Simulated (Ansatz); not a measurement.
# CH6AlClSi: small, medium and large basis sets

An exercise on one series of results from a longer session: the logs are not shown, and one member is left open.

Method: one geometry, several basis sets; program: Ansatz 0.2.0, Gaussian basis.

The runs, in order: PBE0-D4/def2-SVP; ωB97M-V/def2-SVP; PBE0-D4/def2-QZVPP; ωB97M-V/def2-QZVPP; the functionals' def2-TZVPP values are taken from earlier runs.

## The relaxed structure

All runs share one geometry, relaxed beforehand with PBE0-D4 in a triple-zeta def2 set.

SMILES `[CH3][AlH][SiH2]Cl`, 10 atoms, charge 0, spin multiplicity 1.

Atoms are counted from 1 here; the program's logs count them from 0.

Bond lengths: C1–Al2 1.947 Å, C1–H5 1.092 Å, C1–H6 1.096 Å, C1–H7 1.095 Å, Al2–Si3 2.466 Å, Al2–H8 1.592 Å, Si3–Cl4 2.081 Å, Si3–H9 1.491 Å, Si3–H10 1.490 Å. Angles: Al2–C1–H5 112.7°, Al2–C1–H6 110.4°, Al2–C1–H7 110.7°, H5–C1–H6 108.1°, H5–C1–H7 108.3°, H6–C1–H7 106.3°, C1–Al2–Si3 120.3°, C1–Al2–H8 121.3°, Si3–Al2–H8 118.4°, Al2–Si3–Cl4 109.2°, Al2–Si3–H9 113.9°, Al2–Si3–H10 114.0°, Cl4–Si3–H9 106.4°, Cl4–Si3–H10 106.4°, H9–Si3–H10 106.3°.

Geometry (Å):

```
C    -1.59625    0.51207   -0.87516
Al   -0.59736   -0.66603    0.31077
Si    1.79805   -0.26218    0.73666
Cl    2.41972    1.39387   -0.35981
H    -0.97242    1.29026   -1.31930
H    -2.41263    0.99964   -0.33091
H    -2.06324   -0.05833   -1.68515
H    -1.29519   -1.90344    1.02930
H     2.11734    0.03331    2.16235
H     2.68508   -1.39037    0.33427
```

Set-up of the first run:

Input file in.yaml:

```yaml
crystal:
  periodic: [false, false, false]
  atoms:
    - {symbol: C, position_ang: [-1.596246, 0.512069, -0.875159]}
    - {symbol: Al, position_ang: [-0.597362, -0.666033, 0.310766]}
    - {symbol: Si, position_ang: [1.798050, -0.262177, 0.736661]}
    - {symbol: Cl, position_ang: [2.419720, 1.393870, -0.359811]}
    - {symbol: H, position_ang: [-0.972417, 1.290262, -1.319302]}
    - {symbol: H, position_ang: [-2.412629, 0.999637, -0.330912]}
    - {symbol: H, position_ang: [-2.063239, -0.058326, -1.685152]}
    - {symbol: H, position_ang: [-1.295190, -1.903441, 1.029296]}
    - {symbol: H, position_ang: [2.117336, 0.033307, 2.162346]}
    - {symbol: H, position_ang: [2.685078, -1.390368, 0.334266]}
basis:
  gaussian: {orbitals: def2-SVP}
hamiltonian: {xc: pbe0, dispersion: d4}
output: {orbitals: {seedname: orbitals}}
```

Run with:

```console
$ ansatz run in.yaml --threads 2 --pin off --events-out ev --progress --plain --max-ram 4352MiB
```

Among the steps run: PBE0-D4 in def2-SVP; ωB97M-V in def2-SVP; PBE0-D4 in def2-QZVPP; ωB97M-V in def2-QZVPP.

One table of the session follows, with a row left open; its other results are not shown here.

It belongs to the step «Functionals by basis». 

| functional | basis | HOMO (eV) | LUMO (eV) |
| --- | --- | --- | --- |
| PBE0-D4 | def2-SVP | -7.31 | -1.92 |
| PBE0-D4 | def2-TZVPP | -7.35 | -1.94 |
| PBE0-D4 | def2-QZVPP | -7.37 | -1.96 |
| ωB97M-V | def2-SVP | ? | ? |
| ωB97M-V | def2-TZVPP | -9.35 | -0.31 |
| ωB97M-V | def2-QZVPP | -9.37 | -0.41 |

Q: Estimate the row for ωB97M-V, def2-SVP from the others.

**Answer.** HOMO (eV): -9.27; LUMO (eV): -0.24. In the column «HOMO (eV)» it lies between ωB97M-V, def2-TZVPP (-9.35) and PBE0-D4, def2-QZVPP (-7.37).
